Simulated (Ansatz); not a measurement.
**ZrAg3 (AuCu3 type): other levels of theory at one geometry**

One table from this session's results is given with a row withheld; the runs are named, their logs left out.

Method: DFT at several levels, plane waves, PAW, in Ansatz 0.2.0.

### The structure to begin with

The structure is cubic, space group Pm-3m (No. 221). The conventional cell has a = 4.273 Å, b = 4.273 Å, c = 4.273 Å, α = 90.00°, β = 90.00°, γ = 90.00°. Zr (site symmetry m-3m) has 12 Ag at 3.02 Å in its first shell of neighbours. Ag (site symmetry 4/mmm) has 4 Zr at 3.02 Å and 8 Ag at 3.02 Å in its first shell of neighbours.

As a file:

```xyz
4
Lattice="4.2726 0.0000 0.0000 0.0000 4.2726 0.0000 0.0000 0.0000 4.2726" Properties=species:S:1:pos:R:3 pbc="T T T"
Zr    0.0000    0.0000    0.0000
Ag    0.0000    2.1363    2.1363
Ag    2.1363    2.1363    0.0000
Ag    2.1363    0.0000    2.1363
```

This cell comes from an earlier session at PBE: 19.500 Å³/atom at 0.02 GPa, on a 8×8×8 mesh, metallic.

Levels to run: PBE+SOC; r²SCAN; PBEsol; LDA. Hardware: 2 threads of Arm Neoverse V2, shared host.

The first run:

input.yaml reads:

```yaml
crystal:
  lattice:
    - [4.2726351013, 0.0, 0.0]
    - [0.0, 4.2726351013, 0.0]
    - [0.0, 0.0, 4.2726351013]
  atoms:
    - { symbol: Zr, position: [0.0, 0.0, 0.0] }
    - { symbol: Ag, position: [0.0, 0.5, 0.5] }
    - { symbol: Ag, position: [0.5, 0.5, 0.0] }
    - { symbol: Ag, position: [0.5, 0.0, 0.5] }
basis:
  ecutwfc: 420
  ecutrho_ratio: 4
kpoints:
  mp_grid: { grid: [8, 8, 8] }
hamiltonian:
  xc: pbe
scf:
  occupations: { method: gaussian, width: 0.05 }
output:
  forces: true
  stress: true
  eigenvalues: true
  populations: true
  dos: { projected: true, de: 0.02 }
  write_density: true
  write_potential: true
  elf: true
  volumetric_format: npy
magnetization:
  noncollinear: true
  spin_orbit: true
```

Started as:

```console
$ ansatz run input.yaml --threads 2 --pin off --max-ram 2662MiB --backend cpu --events-out ev --progress --plain --runs-dir out
```

Among the steps run: PBE+SOC; r²SCAN; PBEsol; LDA.

One of the session's tables, all rows but one given; the rest of the session is left out.

| level | pressure (GPa) |
| --- | --- |
| PBE | 0.0 |
| LDA | -9.1 |
| PBEsol | -5.5 |
| PBE+SOC | -0.1 |
| r²SCAN | ? |

**Question.** Estimate the row for r²SCAN.

The run gave: pressure (GPa): -2.2. In the column «pressure (GPa)» it lies between PBEsol (-5.5) and PBE+SOC (-0.1).

The pressure runs from -9.1 GPa (LDA) to 0.0 GPa (PBE); a negative pressure means that level wants a smaller cell, a positive one a larger cell. Total energies of different levels have different zeros and can't be compared.
